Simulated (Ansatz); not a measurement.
# CoPb2: the cost of one run

Method: DFT PBE, scalar-relativistic, plane waves, PAW, in Ansatz 0.2.0.

## 1. Starting point

It takes space group Fd-3m (No. 227, cubic). The conventional cell has a = 8.334 Å, b = 8.334 Å, c = 8.334 Å, α = 90.00°, β = 90.00°, γ = 90.00°. Around Co (site symmetry -43m) lie 12 Pb at 3.46 Å and 4 Co at 3.61 Å. Pb (site symmetry -3m) has 6 Pb at 2.95 Å as nearest neighbours.

As a file:

```xyz
6
Lattice="0.0000 4.1670 4.1670 4.1670 0.0000 4.1670 4.1670 4.1670 0.0000" Properties=species:S:1:pos:R:3 pbc="T T T"
Co    0.0000    0.0000    0.0000
Co    2.0835    2.0835    2.0835
Pb    5.2087    5.2087    5.2087
Pb    5.2087    3.1252    3.1252
Pb    3.1252    3.1252    5.2087
Pb    3.1252    5.2087    3.1252
```

(A quick probe on a coarse mesh, which set the mesh and smearing, is not shown.)

## 3. A loose first relaxation

Contents of input.yaml:

```yaml
crystal:
  lattice:
    - [0.0, 4.1669559803, 4.1669559803]
    - [4.1669559803, 0.0, 4.1669559803]
    - [4.1669559803, 4.1669559803, 0.0]
  atoms:
    - { symbol: Co, position: [0.0, 0.0, 0.0], spin: 2.02 }
    - { symbol: Co, position: [0.25, 0.25, 0.25], spin: 2.02 }
    - { symbol: Pb, position: [0.625, 0.625, 0.625] }
    - { symbol: Pb, position: [0.125, 0.625, 0.625] }
    - { symbol: Pb, position: [0.625, 0.625, 0.125] }
    - { symbol: Pb, position: [0.625, 0.125, 0.625] }
basis:
  ecutwfc: 420
kpoints:
  mp_grid: { grid: [4, 4, 4] }
hamiltonian:
  xc: pbe
scf:
  occupations: { method: gaussian, width: 0.1 }
  lower_state_search: "off"
output:
  forces: true
  stress: true
  eigenvalues: true
  populations: true
magnetization:
  spin_polarized: true
relax:
  adjacent_minimum: "off"
  f_tol: 0.04
  max_steps: 70
  cell: { stress_tol: 0.4 }
```

Command:

```console
$ ansatz run input.yaml --threads 1 --pin off --max-ram 2560MiB --backend cpu --events-out ev --progress --plain --runs-dir out
```

**Question.** How long does this run take on 1 thread of Arm Neoverse V1, shared host, and how much memory does it need?

About 77 s, with a peak of 0.54 GiB.
